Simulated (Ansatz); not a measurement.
Input of an Ansatz 0.2.0 run:

input.yaml

```yaml
crystal:
  lattice:
    - [2.96705, 0.0, 0.0]
    - [0.0, 2.96703, 0.0]
    - [0.0, 0.0, 23.8]
  atoms:
    - { symbol: Sn, position: [0.0, 0.0, 0.29412] }
kpoints:
  mp_grid: { grid: [9, 9, 1] }
scf:
  occupations: { method: fermi_dirac, width: 0.05 }
hamiltonian:
  xc: lda
  pseudopotentials: { kind: all_electron, lapw: { basis_error: 0.002 } }
output:
  forces: true
  stress: true
  eigenvalues: true
```

Potentials or basis: all-electron LAPW, scalar-relativistic.

The run is started by

```bash
$ ansatz run input.yaml --threads 2 --pin off --max-ram 8192MiB --backend cpu --events-out ev --progress --plain --runs-dir out
```

(1) Estimate the work function.

(2) Estimate the band gap on the k mesh.

Results:

(1) 4.61 eV.

(2) none (metal or under the smearing width).
